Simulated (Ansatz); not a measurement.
Run this with the Python package of Ansatz (0.2.0) and show what comes out.

`c3h7bo_opt.py`:
```python
"""Geometry optimisation of C3H7BO."""

import ansatz as az
import numpy as np
import pandas as pd

params = {
    "basis": "6-31G*",
    "xc": "b3lyp",
    "dispersion": "d4",
}


def main() -> None:
    geometry_ang = [
        ("C", (1.3574, 0.7258, 1.5186)),
        ("C", (0.7722, 0.0765, 0.5016)),
        ("O", (1.5075, -0.9055, -0.1334)),
        ("B", (-0.6229, 0.389, 0.0272)),
        ("C", (-1.3658, -0.4332, -1.1822)),
        ("H", (0.7519, 1.5623, 2.0181)),
        ("H", (2.348, 0.5677, 1.8351)),
        ("H", (1.221, -1.4443, -0.8944)),
        ("H", (-1.3223, 1.2368, 0.6156)),
        ("H", (-0.7748, -0.2768, -2.0686)),
        ("H", (-1.4137, -1.506, -0.8929)),
        ("H", (-2.3816, -0.0475, -1.3107)),
    ]
    geometry = az.Crystal.molecule()
    for symbol, xyz in geometry_ang:
        geometry = geometry.atom(symbol, xyz)

    setup = (
        geometry.calculation()
        .basis(gaussian=params["basis"])
        .functional(params["xc"], dispersion=params["dispersion"])
    )
    symbols = [site.symbol for site in geometry.cartesian_sites]
    start = np.array([site.position_ang for site in geometry.cartesian_sites], dtype=float)
    def progress(event):
        if event["event"] == "relax_step":
            row = event["data"]
            print(f"step {row['step']:3d}  E = {row['lagrangian_ev']:.6f} eV  max force {row['allowed_force_max_ev_ang']:.4f} eV/A")


    r = setup.relax(force_tolerance=0.005).session().plan().execute(on_event=progress).report
    end = np.array(r["positions_ang"])

    for key in ("converged", "free_energy_ev", "reference_energy_ev", "n_frozen", "n_occupied", "n_virtual"):
        print(f"{key:22s} {r[key]}")

    print("final positions (A) and the move of each atom")
    for symbol, xyz, old in zip(symbols, end, start):
        print(f"{symbol:2s} {xyz[0]:10.5f} {xyz[1]:10.5f} {xyz[2]:10.5f}   {np.linalg.norm(xyz - old):7.4f}")

    charges = r["charge_distribution"]
    table = pd.DataFrame({"atom": symbols, "mulliken": charges["mulliken_charges_e"], "lowdin": charges["lowdin_charges_e"]})
    print(table.round(3).to_string())
    print("dipole (e A):", np.round(charges["dipole_moment_e_ang"], 4) + 0.0)


if __name__ == "__main__":
    main()
```

Output of `python c3h7bo_opt.py`:
```text
step   1  E = -5947.630924 eV  max force 2.6886 eV/A
step   2  E = -5947.996137 eV  max force 1.0651 eV/A
step   3  E = -5948.000235 eV  max force 1.6082 eV/A
step   4  E = -5948.113759 eV  max force 0.5070 eV/A
step   5  E = -5948.129278 eV  max force 0.4337 eV/A
step   6  E = -5948.134701 eV  max force 0.0549 eV/A
step   7  E = -5948.135019 eV  max force 0.0328 eV/A
step   8  E = -5948.135100 eV  max force 0.0097 eV/A
step   9  E = -5948.135112 eV  max force 0.0039 eV/A
step  10  E = -5948.135129 eV  max force 0.0069 eV/A
step  11  E = -5948.135150 eV  max force 0.0110 eV/A
step  12  E = -5948.135194 eV  max force 0.0165 eV/A
step  13  E = -5948.135253 eV  max force 0.0401 eV/A
step  14  E = -5948.135401 eV  max force 0.0581 eV/A
step  15  E = -5948.114744 eV  max force 0.6819 eV/A
step  16  E = -5948.134572 eV  max force 0.1506 eV/A
step  17  E = -5948.135989 eV  max force 0.0276 eV/A
step  18  E = -5948.137284 eV  max force 0.1061 eV/A
step  19  E = -5948.138285 eV  max force 0.1560 eV/A
step  20  E = -5948.140240 eV  max force 0.1121 eV/A
step  21  E = -5948.142343 eV  max force 0.2703 eV/A
step  22  E = -5948.146025 eV  max force 0.1482 eV/A
step  23  E = -5948.152001 eV  max force 0.0344 eV/A
step  24  E = -5948.144869 eV  max force 0.3920 eV/A
step  25  E = -5948.154455 eV  max force 0.1260 eV/A
step  26  E = -5948.154188 eV  max force 0.1833 eV/A
step  27  E = -5948.156570 eV  max force 0.0353 eV/A
step  28  E = -5948.157596 eV  max force 0.0536 eV/A
step  29  E = -5948.156997 eV  max force 0.1277 eV/A
step  30  E = -5948.158242 eV  max force 0.0408 eV/A
step  31  E = -5948.158463 eV  max force 0.0667 eV/A
step  32  E = -5948.159014 eV  max force 0.0463 eV/A
step  33  E = -5948.159067 eV  max force 0.0466 eV/A
step  34  E = -5948.159322 eV  max force 0.0354 eV/A
step  35  E = -5948.159493 eV  max force 0.0155 eV/A
step  36  E = -5948.159569 eV  max force 0.0088 eV/A
step  37  E = -5948.159600 eV  max force 0.0036 eV/A
step  38  E = -5948.159606 eV  max force 0.0050 eV/A
step  39  E = -5948.159612 eV  max force 0.0044 eV/A
converged              True
free_energy_ev         -5948.159814347156
reference_energy_ev    -5947.835928247758
n_frozen               0
n_occupied             [19, 19]
n_virtual              [70, 70]
final positions (A) and the move of each atom
C     1.34614    0.76426    1.50998    0.0410
C     0.83959    0.11546    0.43969    0.0995
O     1.70456   -0.63913   -0.32335    0.3819
B    -0.66603    0.22693    0.10014    0.1829
C    -1.35929   -0.48927   -1.11386    0.0886
H     0.69606    1.36757    2.13137    0.2321
H     2.39845    0.70396    1.77729    0.1564
H     1.20068   -1.04027   -1.04677    0.4323
H    -1.33441    0.91028    0.82106    0.3860
H    -0.72569   -1.11366   -1.75837    0.8939
H    -2.18022   -1.12255   -0.74721    0.8694
H    -1.84295    0.26120   -1.75597    0.7640
   atom  mulliken  lowdin
0     C    -0.388  -0.201
1     C     0.330  -0.088
2     O    -0.640  -0.193
3     B     0.155  -0.154
4     C    -0.614  -0.362
5     H     0.161   0.137
6     H     0.152   0.128
7     H     0.407   0.287
8     H    -0.032   0.022
9     H     0.125   0.115
10    H     0.172   0.155
11    H     0.172   0.155
dipole (e A): [-0.2289 -0.0624 -0.1616]
```

The settings weren't tested for convergence. The end point is the stationary point reached from this start; no frequency run checks that it is a minimum, and the basis set is modest. The Löwdin charges here are taken after orthogonalising the functions within each atom; they differ from plain Löwdin charges, and their signs can be unphysical. Total less reference energy is the dispersion correction. b3lyp holds the VWN-RPA fit, as in Gaussian; the form of ORCA and Turbomole is b3lyp5. It ran for 2.2 min on 1 thread of Arm Neoverse V2, with other jobs on the host, peak memory 0.29 GiB.

(Lines on the test bed's own set-up are left out of the output.)
